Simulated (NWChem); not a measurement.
# BP86/def2-TZVP run of GaH3S (SMILES [SH][GaH2])

Aim: the vertical ionisation energy of GaH3S at BP86/def2-TZVP, from 2 runs. 

The results are computed with NWChem 7.3.0.

## 1. The system as given

GaH3S: 5 atoms, total charge 0, spin state singlet. SMILES: `[SH][GaH2]`. The shape is that of a PBE0-D4/def2-TZVP optimisation.

Bond lengths: S1–Ga2 2.199 Å, S1–H3 1.343 Å, Ga2–H4 1.559 Å, Ga2–H5 1.560 Å. Angles: S1–Ga2–H4 115.2°, S1–Ga2–H5 118.1°, Ga2–S1–H3 95.0°, H4–Ga2–H5 126.7°.

## 2. The energy at BP86/def2-TZVP

Input file gah3s.nw:

```
start gah3s
title "GaH3S"
memory stack 880 mb heap 220 mb global 1100 mb
charge 0

geometry noautosym nocenter noautoz
 S     0.039000   -1.453300    0.684400
 Ga   -0.329300    0.433200   -0.383400
 H     1.263800   -1.108400    1.113300
 H    -1.711200    0.532500   -1.097900
 H     0.787500    1.522400   -0.357800
end

basis spherical bse
 * library def2-TZVP
end

dft
 xc becke88 perdew86
 grid fine
 convergence energy 1e-08
 iterations 100
 mulliken
 print low
end

task dft
```

Command:

```
$ nwchem gah3s.nw > gah3s.out
```

Log:

```text
[...]
 d= 0,ls=0.0,diis     1  -2325.1406022787 -2.48D+03  7.91D-03  1.06D+00     2.6
[...]
 d= 0,ls=0.0,diis    11  -2325.1904309023 -2.75D-09  2.01D-07  1.52D-09    19.7
         Total DFT energy =    -2325.190430902321
      One electron energy =    -3551.683504410010
           Coulomb energy =     1170.012787688039
    Exchange-Corr. energy =     -102.126183293045
 Nuclear repulsion energy =      158.606469112695
[...]
      Total Density - Mulliken Population Analysis
     ---------------------------------------------
    Atom       Charge   Shell Charges
 -----------   ------   -------------------------------------------------------
    1 S   16    16.28   2.01  0.47  1.49  1.13  0.74  4.19  1.66  0.96  2.33  1.25  0.02  0.04  0.00
    2 Ga  31    30.73   2.00  2.00  1.19  0.78  0.95  0.34  5.98  4.49  1.51  1.06  0.32  8.75  1.11  0.16  0.08  0.02
    3 H    1     0.84   0.24  0.47  0.11  0.02
    4 H    1     1.08   0.23  0.51  0.33  0.00
    5 H    1     1.07   0.23  0.51  0.33  0.00
[...]
```

Run time: 20 s. Hardware: 1 thread of AMD EPYC 9B45 (Zen 5), shared host; peak memory 0.12 GiB.

## 3. The doublet cation, same level

Input file gah3s.nw:

```
START gah3s
TITLE "GaH3S BP86"
memory 2200 mb
charge 1
GEOMETRY noautosym nocenter noautoz
 S        0.039000      -1.453300       0.684400
 Ga      -0.329300       0.433200      -0.383400
 H        1.263800      -1.108400       1.113300
 H       -1.711200       0.532500      -1.097900
 H        0.787500       1.522400      -0.357800
END
BASIS spherical bse
 * library def2-TZVP
END
DFT
 xc becke88 perdew86
 mult 2
 grid fine
 convergence energy 1e-08
 iterations 100
 mulliken
 print low
END
TASK dft
```

Command:

```
$ nwchem gah3s.nw > gah3s.out
```

Log:

```text
[...]
 d= 0,ls=0.0,diis     1  -2324.3254668972 -2.48D+03  1.33D-02  3.05D+00     2.9
[...]
 d= 0,ls=0.5,diis    18  -2324.8164714723 -7.32D-09  5.54D-07  2.17D-09    38.8
[...]
         Total DFT energy =    -2324.816471475765
      One electron energy =    -3538.952047804044
           Coulomb energy =     1157.390969558760
    Exchange-Corr. energy =     -101.861862343176
 Nuclear repulsion energy =      158.606469112695
[...]
      Total Density - Mulliken Population Analysis
     ---------------------------------------------
    Atom       Charge   Shell Charges
 -----------   ------   -------------------------------------------------------
    1 S   16    15.70   2.01  0.47  1.49  1.21  0.72  4.18  1.66  0.92  2.24  0.73  0.03  0.05  0.00
    2 Ga  31    30.62   2.00  2.00  1.19  0.77  1.03  0.34  5.98  4.49  1.51  1.03  0.19  8.75  1.11  0.16  0.05  0.02
    3 H    1     0.74   0.24  0.44  0.04  0.02
    4 H    1     0.97   0.22  0.51  0.23  0.01
    5 H    1     0.97   0.22  0.51  0.23  0.01
[...]
      <S2> =      0.7539 (Exact =     0.7500)
[...]
```

It took 42 s on 1 thread of AMD EPYC 9B45 (Zen 5), shared host; peak memory 0.12 GiB.

## 4. Results

Level: BP86/def2-TZVP.

```
                                          quantity           value
                       singlet GaH3S: total energy  -2325.19043 Eh
                      doublet cation: total energy  -2324.81647 Eh
                              doublet cation: ⟨S²⟩           0.754
vertical ionisation energy (to the doublet cation)       10.176 eV
```

**Reading.** Removing an electron at fixed nuclei costs 10.18 eV (982 kJ/mol). Mulliken charges (singlet GaH3S) run from -0.28 on S1 to +0.27 on Ga2; they depend strongly on the basis. Mulliken charges (doublet cation) run from +0.03 on H4 to +0.38 on Ga2; they depend strongly on the basis.
